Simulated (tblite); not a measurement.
# BGe2H5O4: the cost of one run

Computed with tblite 0.8.0 and PySCF 2.14.0; each step states its level. No surroundings beyond the atoms listed, unless a continuum is named. Atoms count from 0, parts from 1.

### 1 The system as given

12 atoms, charge 0, multiplicity 1; geometry: distance geometry start.

### 2 Geometry optimisation with GFN2-xTB

Job settings and geometry (Å):

```
{"job": {"kind": "relax", "xc": "GFN2-xTB", "basis": "xTB"}, "charge": 0, "multiplicity": 1}
Ge     0.355082    -0.172964    -0.517768
O      1.585724    -0.910602     0.587016
Ge     3.050096     0.098385     0.444817
O     -1.038738     0.253346     0.510875
B     -2.299431    -0.178749    -0.125965
O     -3.252778     0.884735    -0.515531
O     -2.834764    -1.470872     0.319108
H      4.199965    -0.906970     0.169736
H      3.335756     0.911868     1.727589
H      2.892148     1.084936    -0.756133
H     -2.680434     1.685115    -0.751891
H     -3.279172    -1.254005     1.206470
```

Level: GFN2-xTB geometry optimisation, gas phase.

Started as:

```console
$ OMP_NUM_THREADS=1 python cluster_run.py task.json out
```

This one command runs all jobs of the session in turn.

**Question.** How long does this first job take on 1 thread of Arm Neoverse V1, shared host?

About 3.4 s.
